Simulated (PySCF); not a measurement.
# GdH4O4 (Gd(OH)4-): the cost of one run

The runs use PySCF 2.14.0; BP86, Gd lcecp-1-SVP with ECP53, O def2-SVP, H def2-SVP; scalar-relativistic core potentials, no spin–orbit coupling.

3 further runs of the same task are left out: 2 for a known fault of the program, 1 that didn't finish.

### 1 The system as given

9 atoms, charge -1, spin multiplicity 1.

Bond lengths: Gd1–O2 2.147 Å, Gd1–O4 2.162 Å, Gd1–O6 2.154 Å, Gd1–O8 2.149 Å, O2–H3 0.966 Å, O4–H5 0.969 Å, O6–H7 0.967 Å, O8–H9 0.967 Å. Angles: O2–Gd1–O4 110.4°, O2–Gd1–O6 110.2°, O2–Gd1–O8 109.3°, O4–Gd1–O6 108.9°, O4–Gd1–O8 107.5°, O6–Gd1–O8 110.5°, Gd1–O2–H3 170.7°, Gd1–O4–H5 146.4°, Gd1–O6–H7 158.4°, Gd1–O8–H9 160.4°.

As a file:

```
Gd    0.0088    0.0024    0.0032
O     1.2511    1.2492    1.2327
H     1.8797    1.6766    1.8292
O    -1.2697   -1.2346    1.2318
H    -2.1729   -1.4075    1.5378
O     1.2261   -1.2699   -1.2369
H     1.4968   -2.0644   -1.7171
O    -1.2621    1.2418   -1.2079
H    -1.6012    2.0187   -1.6729
```

Formal oxidation states: Gd +3. Each metal's 7 4f electrons lie in its core potential, so multiplicities, spins and levels count the valence alone. An earlier session relaxed this geometry at BP86, Gd lcecp-1-SVP with ECP53, O def2-SVP, H def2-SVP (singlet, point group C1).

Its energy there is -339.308321 Eh.

### 2 Atoms moved at random, σ = 0.1 Å

The input, run.py (the lines that set the calculation):

```python
mol = gto.M(atom='''
Gd    -0.04547     0.03965     0.05629
O      1.45307     1.32444     1.18040
H      1.82099     1.57804     1.96141
O     -1.28938    -1.30154     1.09867
H     -2.07265    -1.50421     1.41911
O      1.20887    -1.18891    -1.11185
H      1.51889    -2.00481    -1.78182
O     -1.23875     1.34478    -1.16661
H     -1.79900     1.92499    -1.65560''',
    basis={'Gd': 'lcecp-1-SVP', 'O': 'def2-SVP', 'H': 'def2-SVP'},
    ecp={'Gd': 'lcecp-1-SVP'},
    charge=-1, spin=0)
mf = dft.RKS(mol, xc='B88,P86')
mf.grids.atom_grid = (50, 194)  # f atoms: unpruned, at least (60, 302)
mf = mf.density_fit()  # fitting sets: Gd AutoAux, O def2-universal-JKFIT, H def2-universal-JKFIT
mf.conv_tol = 1e-08; mf.max_cycle = 55
mf.kernel(dm0)  # dm0: the density of the relaxed state
```

Launch:

```sh
OMP_NUM_THREADS=2 python run.py
```

**Question.** How long does this run take on 2 threads of AMD EPYC 9R45 (Zen 5), shared host?

About 4.4 s.
